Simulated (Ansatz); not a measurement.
# CH5GeNSi: rigid scan of one bond length in Python

How does the energy of CH5GeNSi change as one bond is stretched? Wanted for CH5GeNSi: a rigid scan of one bond length. SMILES: [GeH3][SiH]1C=N1.

Program: Ansatz 0.2.0 through its Python package. Level of theory: MP2/def2-SVP. These are calculated values, not measurements.

### Step 1. The system

Bond lengths: Ge1–Si2 2.276 Å, Si2–C3 1.659 Å, Si2–N4 1.694 Å, C3–N4 1.315 Å, Ge1–H5 1.568 Å, Ge1–H6 1.536 Å, Ge1–H7 1.591 Å, Si2–H8 1.442 Å, C3–H9 1.138 Å. Angles (14 of 16 angles, heavy atoms first): Ge1–Si2–C3 106.8°, Ge1–Si2–N4 112.8°, C3–Si2–N4 46.2°, Si2–C3–N4 68.3°, Si2–N4–C3 65.5°, Ge1–Si2–H8 125.3°, C3–Si2–H8 106.4°, N4–Si2–H8 121.6°, Si2–Ge1–H5 110.9°, Si2–Ge1–H6 112.8°, Si2–Ge1–H7 109.3°, Si2–C3–H9 143.8°, N4–C3–H9 147.8°, H5–Ge1–H6 110.6°.

The script holds or builds the structure itself.

### Step 2. The code

File scan_ch5gensi.py:

```python
# -*- coding: utf-8 -*-
"""Potential curve of CH5GeNSi along one bond."""

import ansatz as az
import matplotlib.pyplot as plt
import numpy as np

ch5gensi = (
    az.Crystal.molecule()
    .atom("Ge", (-0.2794, 1.3808, -0.2695))
    .atom("Si", (-0.5835, -0.8109, 0.2622))
    .atom("C", (0.8863, -1.5582, 0.0768))
    .atom("N", (0.0592, -1.8643, -0.8983))
    .atom("H", (0.1598, 1.5372, -1.7661))
    .atom("H", (0.7185, 2.0854, 0.6622))
    .atom("H", (-1.661, 2.1548, -0.1194))
    .atom("H", (-1.134, -1.2988, 1.5025))
    .atom("H", (1.9226, -1.6723, 0.5324))
)

symbols = [site.symbol for site in ch5gensi.cartesian_sites]
start = np.array([site.position_ang for site in ch5gensi.cartesian_sites])
axis = (start[8] - start[2]) / np.linalg.norm(start[8] - start[2])
moving = [8]
lengths, energies = [0.97, 1.05, 1.14, 1.25, 1.42, 1.71, 2.05, 2.5], []
for length in lengths:
    xyz = start.copy()
    xyz[moving] += (length - np.linalg.norm(start[8] - start[2])) * axis
    point = az.Crystal.molecule()
    for symbol, place in zip(symbols, xyz):
        point = point.atom(symbol, place.tolist())
    base = point.calculation().basis(gaussian="def2-SVP").correlation("MP2")
    rep = base.run(threads=1, backend="cpu").report
    energies.append(rep["free_energy_ev"])
    print(f"r = {length:6.3f} A  E = {energies[-1]:.5f} eV  <S^2> = {abs(rep['mean_field']['state']['spin_squared']):.3f}")

print("energy above the lowest point (eV):", [round(e - min(energies), 3) for e in energies])
plt.figure(figsize=(4.5, 3))
plt.plot(lengths, np.array(energies) - min(energies), "o-")
plt.xlabel("bond length (A)")
plt.ylabel("E - E(min) (eV)")
plt.tight_layout()
plt.savefig("scan.png", dpi=100)
```

### Step 3. The run

Command:

```sh
python scan_ch5gensi.py
```

Without the output at hand: what should come out? Wanted: range of energy; lowest point, distance.

**Answer**, as computed:

```
                  quantity     value
             runs compared         8
           range of energy  4.418 eV
lowest point, distance (Å)      1.14
```

**Reading.** The curve has its lowest point inside the range, at 1.14. The ends stand 0.323 and 4.42 eV above it. The distance scanned is the script's pair 2, 8. Reading the output:
- The rest of the molecule is held rigid at a force-field or estimated start geometry, and the basis set is modest; single-reference methods fail as a bond breaks.
- The orbitals are restricted, so S² is zero by construction.
- Toward dissociation an unrestricted state lies under the restricted one, by 1 to 2 eV or more.
